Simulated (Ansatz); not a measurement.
# Sn8O15: the cost of one run

Method: DFT PBE+D3(BJ), plane waves, PAW, scalar-relativistic, collinear spin, in Ansatz 0.2.0.

## 1. The structure to begin with

The cell holds 23 atoms (O15Sn8): a = 6.700 Å, b = 6.700 Å, c = 6.373 Å, α = 90.00°, β = 90.00°, γ = 90.00°.

The coordinates stand in the first input below.

## 2. End point A

The input, input.yaml:

```yaml
crystal:
  lattice:
    - [-4.73735, -4.73735, 0.0]
    - [4.73735, -4.73735, 0.0]
    - [0.0, 0.0, 6.3728]
  atoms:
    - { symbol: Sn, position: [0.4924987, 0.4886578, 0.007746] }
    - { symbol: Sn, position: [-0.0020323, 0.4983129, 0.2434391] }
    - { symbol: O, position: [0.1961239, 0.5027962, -0.0041917] }
    - { symbol: O, position: [0.0017033, 0.1927786, 0.2485478] }
    - { symbol: O, position: [0.8037653, 0.4976137, -0.0044241] }
    - { symbol: O, position: [-0.0040815, 0.805059, 0.2552596] }
    - { symbol: Sn, position: [0.5069719, 0.497766, 0.5058696] }
    - { symbol: Sn, position: [-0.0019134, 0.5003232, 0.7467559] }
    - { symbol: O, position: [0.1926612, 0.4989596, 0.4981403] }
    - { symbol: O, position: [0.8051816, 0.5044038, 0.5013557] }
    - { symbol: O, position: [0.0071113, 0.8024263, 0.7483029], spin: 1.0 }
    - { symbol: Sn, position: [-0.0012026, 0.002702, 0.0069342] }
    - { symbol: Sn, position: [0.5062096, -0.0015701, 0.2501067] }
    - { symbol: O, position: [0.7035636, -0.0031485, 0.0012068] }
    - { symbol: O, position: [0.4989509, 0.698753, 0.2461805] }
    - { symbol: O, position: [0.3078637, -0.0006538, -0.001357] }
    - { symbol: O, position: [0.5034242, 0.3004004, 0.2492357] }
    - { symbol: Sn, position: [0.0084832, 0.0029928, 0.4984533] }
    - { symbol: Sn, position: [0.5058829, -0.0086437, 0.7480692] }
    - { symbol: O, position: [0.6901506, -0.0050381, 0.5014283] }
    - { symbol: O, position: [0.501678, 0.6954667, 0.7499673] }
    - { symbol: O, position: [0.3021541, 0.0062243, 0.493823] }
    - { symbol: O, position: [0.5031978, 0.2988374, 0.7466261] }
magnetization:
  spin_polarized: true
total_charge: 1
basis:
  ecutwfc: 420.0
kpoints:
  mp_grid: { grid: [2, 2, 2] }
hamiltonian:
  xc: pbe
  dispersion: d3bj
  pseudopotentials: { kind: paw, azcp: { folder: soft_1 } }
scf:
  occupations: { method: gaussian, width: 0.05 }
  lower_state_search: "off"
relax:
  f_tol: 0.03
  max_steps: 60
  adjacent_minimum: "off"
```

Run with:

```bash
ansatz run input.yaml --threads 4 --pin off --max-ram 10240MiB --backend cpu --events-out ev --progress --plain --runs-dir out
```

**Question.** How long does this run take on 4 threads of Arm Neoverse V1, shared host, and how much memory does it need?

About 45 s, with a peak of 1.2 GiB.
